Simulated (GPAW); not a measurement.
# CH4Ga (SMILES [CH3][GaH]) at U-vdW-DF2/dzp (scalar-relativistic datasets)

We compute a structure relaxation of CH4Ga. The job is set up through an ASE script.

The results are computed with GPAW 26.7.0.

2 further runs of the same task are left out: 2 set aside as unsound or not needed.

## Step 1: The molecule

CH4Ga: 6 atoms, total charge 0, spin state doublet. As SMILES, `[CH3][GaH]`. The coordinates come from a PBE0-D4/def2-TZVP relaxation. The run starts from this shape.

Bond lengths: C1–Ga2 1.990 Å, C1–H3 1.089 Å, C1–H4 1.095 Å, C1–H5 1.094 Å, Ga2–H6 1.603 Å. Angles: C1–Ga2–H6 119.3°, Ga2–C1–H3 113.1°, Ga2–C1–H4 108.5°, Ga2–C1–H5 108.8°, H3–C1–H4 109.1°, H3–C1–H5 109.3°, H4–C1–H5 107.8°.

## Step 2: A structure relaxation at U-vdW-DF2/dzp (scalar-relativistic datasets)

gs.xyz

```xyz
6

C     -0.029300    -0.418300    -0.518000
Ga     0.685700     0.372600     1.162100
H      0.574700    -1.243100    -0.892900
H     -1.046400    -0.775600    -0.328700
H     -0.085700     0.364700    -1.280300
H     -0.056900     1.635600     1.811600
```

gs_relax.py

```python
from ase.io import read, write
from ase.optimize import BFGS
from gpaw import GPAW

# Atomic positions
system = read('gs.xyz')
system.center(vacuum=4.5)
system.set_initial_magnetic_moments([1.0, 0.0, 0.0, 0.0, 0.0, 0.0])

# DFT calculator
calculator = GPAW(mode='lcao',
                  basis='dzp',
                  h=0.18,
                  xc={'name': 'vdW-DF2', 'backend': 'libvdwxc'},
                  occupations={'name': 'fermi-dirac', 'width': 0.0, 'fixmagmom': True},
                  maxiter=120,
                  poissonsolver={'name': 'MomentCorrectionPoissonSolver', 'poissonsolver': 'fast', 'moment_corrections': 9},
                  symmetry='off',
                  txt='-')
system.calc = calculator

opt = BFGS(system, trajectory='gs.traj')
converged = opt.run(fmax=0.03, steps=60)
print('Converged:', converged)
print(f'Final energy: {system.get_potential_energy():.5f} eV')
write('relaxed.xyz', system)
```

The run is started by

```sh
$ python3 gs_relax.py
```

What it wrote:

```text
__  _  _
 | _ |_)|_||  |
 |__||  | ||/\| - 26.7.0

units:  Angstrom and eV
cores:  1
OpenMP: False

Versions:
  Python: 3.12.14
  ASE:    3.29.0
  Numpy:  2.5.5
  Scipy:  1.18.1
  Libxc:  7.0.0

        _gpaw.cpython-312-aarch64-linux-gnu.so

Input parameters:
  mode=LCAO(),
  basis={'default': 'dzp'},
  h=0.18,
  maxiter=120,
  occupations=Occupations(name='fermi-dirac', width=0.0, fixmagmom=True),
  poissonsolver=PoissonSolver(name='MomentCorrectionPoissonSolver', poissonsolver='fast', moment_corrections=9),
  symmetry=Symmetry(point_group=False, time_reversal=False),
  xc=XC(name='vdW-DF2', backend='libvdwxc')
        .-------------------------.
       /|                         |
      / |                         |
     /  |                         |
    /   |                         |
   /    |                         |
  /     |                         |
 *      |                         |
 |      |          H              |
 |      |                         |
 |      |           Ga            |
 |      |                         |
 |      |      H  C               |
 |      |         H               |
 |      |                         |
 |      .-------------------------.
 |     /                         /
 |    /                         /
 |   /                         /
 |  /                         /
 | /                         /
 |/                         /
 *-------------------------*

Atoms  # Å, Bohr magnetons
|   | symbol |        x |        y |        z |    initial magnetic moments |
|---|--------|----------|----------|----------|-----------------------------|
| 0 |      C | 5.517100 | 5.324800 | 5.262300 | ( 0.0000,  0.0000,  1.0000) |
| 1 |     Ga | 6.232100 | 6.115700 | 6.942400 | ( 0.0000,  0.0000,  0.0000) |
| 2 |      H | 6.121100 | 4.500000 | 4.887400 | ( 0.0000,  0.0000,  0.0000) |
| 3 |      H | 4.500000 | 4.967500 | 5.451600 | ( 0.0000,  0.0000,  0.0000) |
| 4 |      H | 5.460700 | 6.107800 | 4.500000 | ( 0.0000,  0.0000,  0.0000) |
| 5 |      H | 5.489500 | 7.378700 | 7.591900 | ( 0.0000,  0.0000,  0.0000) |

Unit cell  # Å
| periodic |         x |         y |         z |   lengths |    angles |
|----------|-----------|-----------|-----------|-----------|-----------|
|       no | 10.732100 |  0.000000 |  0.000000 | 10.732100 | 90.000000 |
|       no |  0.000000 | 11.878700 |  0.000000 | 11.878700 | 90.000000 |
|       no |  0.000000 |  0.000000 | 12.091900 | 12.091900 | 90.000000 |

Number of symmetries: 1
Symmetry operations  # r_c * U_cc + t_c -> r_c
|   | kind |            matrix            |
|---|------|------------------------------|
| 0 |  E   |  1, 0, 0,  0, 1, 0,  0, 0, 1 |

BZ-sampling:
  Number of BZ points: 1
  Number of IBZ points: 1

  Monkhorst-Pack size: [1, 1, 1]
  Monkhorst-Pack shift: [0, 0, 0]

K-points  # in reciprocal-cell coordinates
|   |                                coordinates |     weight |
|---|--------------------------------------------|------------|
| 0 | (  0.00000000,   0.00000000,   0.00000000) | 1.00000000 |

basis functions: 46
Spin-components: 2 (collinear spins)
Bands:           12
Projectors:      22
Spin-degeneracy: 1
Datatype:        <class 'float'>

  Storage: CPU
  Wave functions: 8_832 bytes (8_832 per core)

Parallelization:
  kpt:    1
  domain: 1
  band:   1

Density:
  Valence electrons: 11.0
  Components: 2
  Grid points: [60 64 68]
  Charge: 0.0  # |e|

Potential:
  Grid points: [60 64 68]

species:
  C:
    name:    Carbon
    Z:       6.0
    valence: 4
    core:    2
    charge:  0.0  # [|e|]
    file:    C.PBE.gz
    compensation charges:
      type: gauss
      rc: 0.20  # [Å]
      lmax: 2
    cutoffs:
      filter: 1.14  # [Å]
      core: 1.14  # [Å]
    projectors
    | kind |    occ | energy [eV] | rcut [Å] |
    |------|--------|-------------|----------|
    |   2s |  2.000 |     -13.751 |    0.635 |
    |   2p |  2.000 |      -5.284 |    0.635 |
    |    s |        |      13.461 |    0.635 |
    |    p |        |      21.927 |    0.635 |
    |    d |        |       0.000 |    0.635 |

    LCAO basis set for C:
      Name: dzp
      File: C.dzp.basis.gz
      Number of radial functions: 5
      Number of spherical harmonics: 13
        l=0, rc=5.5469 Bohr: 2s-sz confined orbital
        l=1, rc=6.6719 Bohr: 2p-sz confined orbital
        l=0, rc=3.0312 Bohr: 2s-dz split-valence wave
        l=1, rc=3.7500 Bohr: 2p-dz split-valence wave
        l=2, rc=6.6719 Bohr: d-type Gaussian polarization
      Number of RI-basis functions 0

  Ga:
    name:    Gallium
    Z:       31.0
    valence: 3
    core:    28
    charge:  0.0  # [|e|]
    file:    Ga.PBE.gz
    compensation charges:
      type: gauss
      rc: 0.37  # [Å]
      lmax: 2
    cutoffs:
      filter: 2.06  # [Å]
      core: 4.17  # [Å]
    projectors
    | kind |    occ | energy [eV] | rcut [Å] |
    |------|--------|-------------|----------|
    |   4s |  2.000 |      -8.945 |    1.164 |
    |   4p |  1.000 |      -2.580 |    1.164 |
    |    s |        |      18.266 |    1.164 |
    |    p |        |      24.631 |    1.164 |
    |    d |        |       0.000 |    1.164 |

    LCAO basis set for Ga:
      Name: dzp
      File: Ga.dzp.basis.gz
      Number of radial functions: 5
      Number of spherical harmonics: 13
        l=0, rc=7.2656 Bohr: 4s-sz confined orbital
        l=1, rc=10.3438 Bohr: 4p-sz confined orbital
        l=0, rc=4.1406 Bohr: 4s-dz split-valence wave
        l=1, rc=6.0938 Bohr: 4p-dz split-valence wave
        l=2, rc=10.3438 Bohr: d-type Gaussian polarization
      Number of RI-basis functions 0

[... 31 lines left out ...]
Reference energy: -53962.260293  # eV
[... 13 lines left out ...]
  Fourier metric: weight=20.0, sigma=0.015
[... 75 lines left out ...]
|   |                                coordinates |     weight |
[... 129 lines left out ...]
Reference energy: -53962.260293  # eV
[... 13 lines left out ...]
  Fourier metric: weight=20.0, sigma=0.015
[... 22 lines left out ...]
convergence criteria:
- Maximum [total energy] change in last 3 cyles: 0.0005 eV / valence electron
[... 13 lines left out ...]
Converged in 10 steps
[... 12 lines left out ...]
  Free energy:     -98.363892
[... 2 lines left out ...]
dipole moment: (-0.012934, -0.093273, -0.120713)  # |e|*Ang
[... 85 lines left out ...]
convergence criteria:
- Maximum [total energy] change in last 3 cyles: 0.0005 eV / valence electron
[... 15 lines left out ...]
Converged in 7 steps
[... 12 lines left out ...]
  Free energy:     -98.402235
[... 2 lines left out ...]
dipole moment: (-0.002322, -0.097228, -0.113803)  # |e|*Ang
[... 84 lines left out ...]
convergence criteria:
- Maximum [total energy] change in last 3 cyles: 0.0005 eV / valence electron
[... 13 lines left out ...]
Converged in 8 steps
[... 12 lines left out ...]
  Free energy:     -98.450036
[... 2 lines left out ...]
dipole moment: (0.026550, -0.109171, -0.096492)  # |e|*Ang
[... 87 lines left out ...]
Converged in 7 steps
[... 12 lines left out ...]
  Free energy:     -98.454426
[... 2 lines left out ...]
dipole moment: (0.035822, -0.112802, -0.090743)  # |e|*Ang
[... 84 lines left out ...]
convergence criteria:
- Maximum [total energy] change in last 3 cyles: 0.0005 eV / valence electron
[... 14 lines left out ...]
Converged in 6 steps
[... 12 lines left out ...]
  Free energy:     -98.454982
[... 2 lines left out ...]
dipole moment: (0.035092, -0.111864, -0.090538)  # |e|*Ang
[... 84 lines left out ...]
convergence criteria:
- Maximum [total energy] change in last 3 cyles: 0.0005 eV / valence electron
[... 14 lines left out ...]
Converged in 6 steps
[... 12 lines left out ...]
  Free energy:     -98.455166
[... 2 lines left out ...]
dipole moment: (0.033913, -0.110888, -0.090697)  # |e|*Ang
[... 84 lines left out ...]
convergence criteria:
- Maximum [total energy] change in last 3 cyles: 0.0005 eV / valence electron
[... 13 lines left out ...]
Converged in 5 steps
[... 12 lines left out ...]
  Free energy:     -98.455243
[... 2 lines left out ...]
dipole moment: (0.033039, -0.110179, -0.090821)  # |e|*Ang
[... 84 lines left out ...]
convergence criteria:
- Maximum [total energy] change in last 3 cyles: 0.0005 eV / valence electron
[... 4 lines left out ...]
SCF iterations
|iter     |     time |      energy | eigst |  dens |  magmom |
|---------|----------|-------------|-------|-------|---------|
|iter:   1| 00:05:01 |  -98.455307c|      c|       |  +0.9995|
|iter:   2| 00:05:05 |  -98.455306c|      c| -3.43 |  +0.9996|
|iter:   3| 00:05:09 |  -98.455302c|      c| -3.47 |  +0.9998|
|iter:   4| 00:05:13 |  -98.455302c|      c| -3.85 |  +0.9999|
|iter:   5| 00:05:17 |  -98.455302c|      c| -4.25c|  +1.0000|

Converged in 5 steps
SCF loop duration: 16.189 s (3.238 s/step)
Energy contributions relative to reference atoms: (reference = -53962.260293)

Energy contributions:
  Kinetic:          24.026377
  Coulomb:         -25.593324
  Zero:              0.073227
  External:          0.000000
  Xc:              -96.961582
  Entropy:           0.000000
  Spinorbit:         0.000000
  ----------------------------
  Free energy:     -98.455302
  Extrapolated:    -98.455302

dipole moment: (0.032322, -0.109574, -0.090892)  # |e|*Ang

Total magnetic moment: (0.000000, 0.000000, 0.999960)

Local magnetic moments
|        x |        y |         z |
|----------|----------|-----------|
| 0.000000 | 0.000000 |  0.072705 |  # C    0
| 0.000000 | 0.000000 |  0.223388 |  # Ga   1
| 0.000000 | 0.000000 | -0.001362 |  # H    2
| 0.000000 | 0.000000 |  0.002144 |  # H    3
| 0.000000 | 0.000000 |  0.002656 |  # H    4
| 0.000000 | 0.000000 |  0.048254 |  # H    5

Fermi levels: -3.203, -4.171
Eigenvalues  # (at kpt = [0.000, 0.000, 0.000])
| band index |      eig [eV] | occ [0-1] |      eig [eV] | occ [0-1] |
|------------|---------------|-----------|---------------|-----------|
|          0 |       -16.955 |     1.000 |       -16.786 |     1.000 |
|          1 |       -10.482 |     1.000 |       -10.199 |     1.000 |
|          2 |       -10.013 |     1.000 |        -9.950 |     1.000 |
[... 8 lines of this table left out ...]
|         11 |         2.967 |     0.000 |         3.089 |     0.000 |

Gap: 1.107 eV
Transition (v -> c):
  (s=1, k=0, n=5, [0.00, 0.00, 0.00]) -> (s=0, k=0, n=6, [0.00, 0.00, 0.00])
No difference between direct/indirect transitions
vacuum-level: 0.000  # V

Forces  # eV/Ang
|        x |        y |        z |
|----------|----------|----------|
| -0.00997 | -0.01581 | -0.02398 |  # C    0
| -0.00000 | -0.00116 | -0.00573 |  # Ga   1
|  0.00007 |  0.00133 |  0.00349 |  # H    2
|  0.01360 |  0.00229 |  0.01473 |  # H    3
|  0.00547 |  0.00085 |  0.02374 |  # H    4
| -0.00618 |  0.00991 |  0.00056 |  # H    5

Force computation time: 0.334  # s
BFGS:   10 hh:mm:ss      -98.455302        0.030401
        .-------------------------.
       /|                         |
      / |                         |
     /  |                         |
    /   |                         |
   /    |                         |
  /     |                         |
 *      |                         |
 |      |          H              |
 |      |                         |
 |      |           Ga            |
 |      |                         |
 |      |      H C                |
 |      |         H               |
 |      |                         |
 |      .-------------------------.
 |     /                         /
 |    /                         /
 |   /                         /
 |  /                         /
 | /                         /
 |/                         /
 *-------------------------*

Atoms  # Å, Bohr magnetons
|   | symbol |        x |        y |        z |    initial magnetic moments |
|---|--------|----------|----------|----------|-----------------------------|
| 0 |      C | 5.510297 | 5.302800 | 5.234321 | ( 0.0000,  0.0000,  0.0727) |
| 1 |     Ga | 6.282035 | 6.112315 | 6.990596 | ( 0.0000,  0.0000,  0.2234) |
| 2 |      H | 6.126005 | 4.466084 | 4.850318 | ( 0.0000,  0.0000, -0.0014) |
| 3 |      H | 4.478043 | 4.952813 | 5.459175 | ( 0.0000,  0.0000,  0.0021) |
| 4 |      H | 5.464602 | 6.125730 | 4.486367 | ( 0.0000,  0.0000,  0.0027) |
| 5 |      H | 5.459855 | 7.428421 | 7.618494 | ( 0.0000,  0.0000,  0.0483) |

Unit cell  # Å
| periodic |         x |         y |         z |   lengths |    angles |
|----------|-----------|-----------|-----------|-----------|-----------|
|       no | 10.732100 |  0.000000 |  0.000000 | 10.732100 | 90.000000 |
|       no |  0.000000 | 11.878700 |  0.000000 | 11.878700 | 90.000000 |
|       no |  0.000000 |  0.000000 | 12.091900 | 12.091900 | 90.000000 |

Initialization done in: 4.095 s

convergence criteria:
- Maximum [total energy] change in last 3 cyles: 0.0005 eV / valence electron
- Maximum integral of absolute [dens]ity change: 0.0001 electrons / valence electron
- Maximum integral of absolute [eigenst]ate change: 4e-08 eV^2 / valence electron
maximum number of iterations: 120

SCF iterations
|iter     |     time |      energy | eigst |  dens |  magmom |
|---------|----------|-------------|-------|-------|---------|
|iter:   1| 00:05:22 |  -98.455358c|      c|       |  +0.9996|
|iter:   2| 00:05:26 |  -98.455357c|      c| -3.38 |  +0.9996|
|iter:   3| 00:05:30 |  -98.455355c|      c| -3.41 |  +0.9998|
|iter:   4| 00:05:34 |  -98.455355c|      c| -3.68 |  +0.9999|
|iter:   5| 00:05:38 |  -98.455355c|      c| -4.20c|  +1.0000|

Converged in 5 steps
SCF loop duration: 16.251 s (3.250 s/step)
Energy contributions relative to reference atoms: (reference = -53962.260293)

Energy contributions:
  Kinetic:          24.010285
  Coulomb:         -25.581330
  Zero:              0.073184
  External:          0.000000
  Xc:              -96.957494
  Entropy:           0.000000
  Spinorbit:         0.000000
  ----------------------------
  Free energy:     -98.455355
  Extrapolated:    -98.455355

dipole moment: (0.031750, -0.109174, -0.091043)  # |e|*Ang

Total magnetic moment: (0.000000, 0.000000, 0.999972)

Local magnetic moments
|        x |        y |         z |
|----------|----------|-----------|
| 0.000000 | 0.000000 |  0.072878 |  # C    0
| 0.000000 | 0.000000 |  0.223281 |  # Ga   1
| 0.000000 | 0.000000 | -0.001365 |  # H    2
| 0.000000 | 0.000000 |  0.002131 |  # H    3
| 0.000000 | 0.000000 |  0.002636 |  # H    4
| 0.000000 | 0.000000 |  0.048166 |  # H    5

Fermi levels: -3.201, -4.167
Eigenvalues  # (at kpt = [0.000, 0.000, 0.000])
| band index |      eig [eV] | occ [0-1] |      eig [eV] | occ [0-1] |
|------------|---------------|-----------|---------------|-----------|
|          0 |       -16.955 |     1.000 |       -16.785 |     1.000 |
|          1 |       -10.482 |     1.000 |       -10.201 |     1.000 |
|          2 |       -10.017 |     1.000 |        -9.954 |     1.000 |
[... 8 lines of this table left out ...]
|         11 |         2.967 |     0.000 |         3.089 |     0.000 |

Gap: 1.104 eV
Transition (v -> c):
  (s=1, k=0, n=5, [0.00, 0.00, 0.00]) -> (s=0, k=0, n=6, [0.00, 0.00, 0.00])
No difference between direct/indirect transitions
vacuum-level: 0.000  # V

Forces  # eV/Ang
|        x |        y |        z |
|----------|----------|----------|
| -0.00526 | -0.00808 | -0.01167 |  # C    0
|  0.00673 | -0.01045 | -0.00872 |  # Ga   1
| -0.00437 |  0.00668 |  0.00543 |  # H    2
|  0.01496 |  0.00096 |  0.00818 |  # H    3
|  0.00223 | -0.00463 |  0.01934 |  # H    4
| -0.01035 |  0.01357 | -0.00011 |  # H    5

Force computation time: 0.326  # s
BFGS:   11 hh:mm:ss      -98.455355        0.020011
Converged: True
Final energy: -98.45535 eV
```

It took 5.7 min on 1 thread of Arm Neoverse V2, shared host; peak memory 2.1 GiB.

Steps, from the record of the run:

```tsv
step	energy from the first frame kept (eV)	largest force (eV/Å)
0	0.0000	1.0150
1	-0.0383	0.7703
2	-0.0861	0.1590
3	-0.0880	0.1279
4	-0.0889	0.1162
5	-0.0897	0.1108
6	-0.0905	0.1068
7	-0.0911	0.0547
8	-0.0913	0.0314
9	-0.0914	0.0303
10	-0.0914	0.0304
11	-0.0915	0.0200
```

After the run. Bond lengths: C1–Ga2 2.082 Å, C1–H3 1.108 Å, C1–H4 1.113 Å, C1–H5 1.113 Å, Ga2–H6 1.674 Å. Angles: C1–Ga2–H6 116.1°, Ga2–C1–H3 112.3°, Ga2–C1–H4 107.2°, Ga2–C1–H5 107.1°, H3–C1–H4 110.4°, H3–C1–H5 110.4°, H4–C1–H5 109.3°.

## Step 3: Summary of results

At U-vdW-DF2/dzp (scalar-relativistic datasets):

| quantity | value |
| --- | --- |
| energy as printed (from the program's reference atoms) | -98.4554 eV |
| dipole moment | 0.70 D |
| HOMO energy (highest over α and β) | -4.58 eV |
| LUMO energy (lowest over α and β) | -3.75 eV |

At the final geometry: Bond lengths: C1–Ga2 2.082 Å, C1–H3 1.108 Å, C1–H4 1.113 Å, C1–H5 1.113 Å, Ga2–H6 1.674 Å. Angles: C1–Ga2–H6 116.1°, Ga2–C1–H3 112.3°, Ga2–C1–H4 107.2°, Ga2–C1–H5 107.1°, H3–C1–H4 110.4°, H3–C1–H5 110.4°, H4–C1–H5 109.3°. The optimisation took 11 steps and changed the energy by -0.091 eV.
